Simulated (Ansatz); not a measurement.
# SnH− (singlet): from Hartree-Fock to the top rungs at distance Sn1–H2 = 2.218 Å, def2-SVPD

The task here is to estimate one member of a computed series from the others.

The runs use Ansatz 0.2.0, Gaussian basis; def2-SVPD, core rule «outside noble gas», up to 9 orbitals frozen.

The runs, in order: UHF; CCSD(T) on RHF; CCSD(T) on UHF; BCCD(T) on RHF; CISD; CCSDT(Q) on RHF; CCSDT(Q) on UHF; CASSCF and MRCISD+Q, 2 electrons in 2 orbitals; CASSCF and NEVPT2, 2 electrons in 2 orbitals; CASSCF and MRCISD+Q, 6 electrons in 5 orbitals; CASSCF and NEVPT4(SD), 6 electrons in 5 orbitals; CASSCF and NEVPT2, 6 electrons in 5 orbitals; Full CI.

19 further runs of the same task are left out: 11 that didn't finish, 8 set aside as unsound or not needed. Runs told in other sessions of the task aren't counted.

### The system

The geometry derives from a PBE0/def2-TZVPD stationary point (not a proven minimum). One bond is set to the value named and the two fragments are kept rigid. No spin-orbit coupling is included. Elements past krypton take def2 core potentials.

2 atoms, charge -1, spin multiplicity 1.

Atoms are counted from 1 here; the program's logs count them from 0.

No contacts short enough for the rule that draws bonds.

Set-up of the first run:

Input file in.yaml:

```yaml
crystal:
  periodic: [false, false, false]
  atoms:
    - {symbol: Sn, position_ang: [0.000000, 0.000000, 0.000000]}
    - {symbol: H, position_ang: [0.000000, 0.000000, 2.218000]}
basis:
  gaussian: {orbitals: def2-SVPD}
total_charge: -1
magnetization: {spin_polarized: true, initial_magnetization: 0}
hamiltonian: {xc: hf}
output: {orbitals: {seedname: orbitals}}
```

Launch:

```sh
ansatz run in.yaml --threads 1 --pin off --events-out ev --progress --plain --max-ram 2393MiB
```

Among the steps run: UHF; CCSD(T) on RHF; CCSD(T) on UHF; BCCD(T) on RHF; CISD; CCSDT(Q) on RHF; CCSDT(Q) on UHF; CASSCF and MRCISD+Q, 2 electrons in 2 orbitals; CASSCF and NEVPT2, 2 electrons in 2 orbitals; CASSCF and MRCISD+Q, 6 electrons in 5 orbitals; CASSCF and NEVPT4(SD), 6 electrons in 5 orbitals; CASSCF and NEVPT2, 6 electrons in 5 orbitals; Full CI.

One of the session's tables, all rows but one given; the rest of the session is left out.

```
            method  from FCI (meV)
               RHF         +3156.5
              RMP2         +1048.2
              CISD          +486.7
             RCCSD          +276.5
          RCCSD(T)               ?
           BCCD(T)          +139.7
            RCCSDT           +16.9
         RCCSDT(Q)            -3.9
    CASSCF valence         +2133.8
    NEVPT2 valence          +620.4
NEVPT4(SD) valence           +78.0
    MRCISD valence          +126.3
  MRCISD+Q valence           -21.5
               FCI               0
```

Estimate the missing values for RCCSD(T).

The run gave: from FCI (meV): +138.6. In the column «from FCI (meV)» it lies between MRCISD valence (+126.3) and BCCD(T) (+139.7).

Left out of the table: CASSCF pair, NEVPT2 pair, MRCISD pair, MRCISD+Q pair (the active space lost an orbital or holds another state than full CI finds).

Caveats from the session: The report flags that the cluster equations may have other roots. Left out of the table: UHF, UMP2, UCCSD, UCCSD(T), UCCSDT, UCCSDT(Q) (another determinant or state than the rows shown). The program flags RCCSDT(Q) as in doubt, so those rows may rest on another solution. RCCSDT(Q), MRCISD+Q valence fall below full CI, which methods that aren't variational can do. Warnings in the runs' records: passed over end.
